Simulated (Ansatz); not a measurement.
This script for the Ansatz DFT code, driven from Python starts 5 runs on H2ISb, SMILES [SbH2][I]. What input does the engine get in each?

Script `relaxed_scan.py`:
```python
"""Relaxed scan of one distance in H2ISb."""

import warnings

import ansatz as az
import numpy as np

warnings.simplefilter("ignore", az.DeckWarning)

geometry_ang = [
    ("Sb", [-0.533, 0.1677, 0.6754]),
    ("I", [2.151, 0.2431, 0.232]),
    ("H", [-0.9212, 0.9324, -0.9281]),
    ("H", [-0.6412, -1.4035, 0.0004]),
]
mol = az.Crystal.molecule()
for symbol, xyz in geometry_ang:
    mol = mol.atom(symbol, xyz)

model = (
    mol.calculation()
    .basis(gaussian="def2-SVP")
    .functional("b3lyp", dispersion="d3bj")
)
symbols = [site.symbol for site in mol.cartesian_sites]
pairs = [(0, 1), (0, 2), (0, 3)]
print("held (A)   E (eV)        ", "  ".join(f"{symbols[i]}{i}-{symbols[j]}{j}" for i, j in pairs))
for length in [1.67, 1.82, 1.96, 2.18, 2.45]:
    rep = model.relax(constraints=[az.DistanceConstraint((0, 2), at=length)], force_tolerance=0.02, max_steps=60).run().report
    xyz = np.array(rep["positions_ang"])
    print(f"{length:6.2f} {rep['free_energy_ev']:14.5f}  ", "  ".join(f"{np.linalg.norm(xyz[i] - xyz[j]):.3f}" for i, j in pairs))
```

Run 1:
```yaml
crystal:
  periodic: [false, false, false]
  atoms:
    - { symbol: Sb, position_ang: [-0.533, 0.1677, 0.6754] }
    - { symbol: I, position_ang: [2.151, 0.2431, 0.232] }
    - { symbol: H, position_ang: [-0.9212, 0.9324, -0.9281] }
    - { symbol: H, position_ang: [-0.6412, -1.4035, 0.0004] }
basis:
  gaussian:
    orbitals: def2-SVP
hamiltonian:
  xc: b3lyp
  dispersion: d3bj
relax:
  f_tol: 0.02
  max_steps: 60
  constraints:
    - { distance: [0, 2], at: 1.67 }
```

Run 2, against run 1:
```diff
-    - { distance: [0, 2], at: 1.67 }
+    - { distance: [0, 2], at: 1.82 }
```

Run 3, against run 1:
```diff
-    - { distance: [0, 2], at: 1.67 }
+    - { distance: [0, 2], at: 1.96 }
```

Run 4, against run 1:
```diff
-    - { distance: [0, 2], at: 1.67 }
+    - { distance: [0, 2], at: 2.18 }
```

Run 5, against run 1:
```diff
-    - { distance: [0, 2], at: 1.67 }
+    - { distance: [0, 2], at: 2.45 }
```

`python relaxed_scan.py` gives:
```text
held (A)   E (eV)         Sb0-I1  Sb0-H2  Sb0-H3
  1.67   -14676.53447   2.778  1.670  1.725
  1.82   -14676.50536   2.775  1.820  1.726
  1.96   -14676.28915   2.772  1.960  1.726
  2.18   -14675.79645   2.766  2.180  1.727
  2.45   -14675.11331   2.756  2.450  1.729
```

Reading the output:
- Total energies depend on the basis set; only differences at equal settings carry meaning.
- The energies are electronic: no zero-point or thermal terms, and the basis set is short of its limit.
- def2 sets replace the cores of elements past krypton by effective core potentials.
- b3lyp holds the VWN-RPA fit, as in Gaussian; the form of ORCA and Turbomole is b3lyp5.
- The script silences the warnings on its input, which a real study should read.
- The whole script took 57 s on 1 thread of Arm Neoverse V2, on a shared host, peak memory 0.22 GiB.
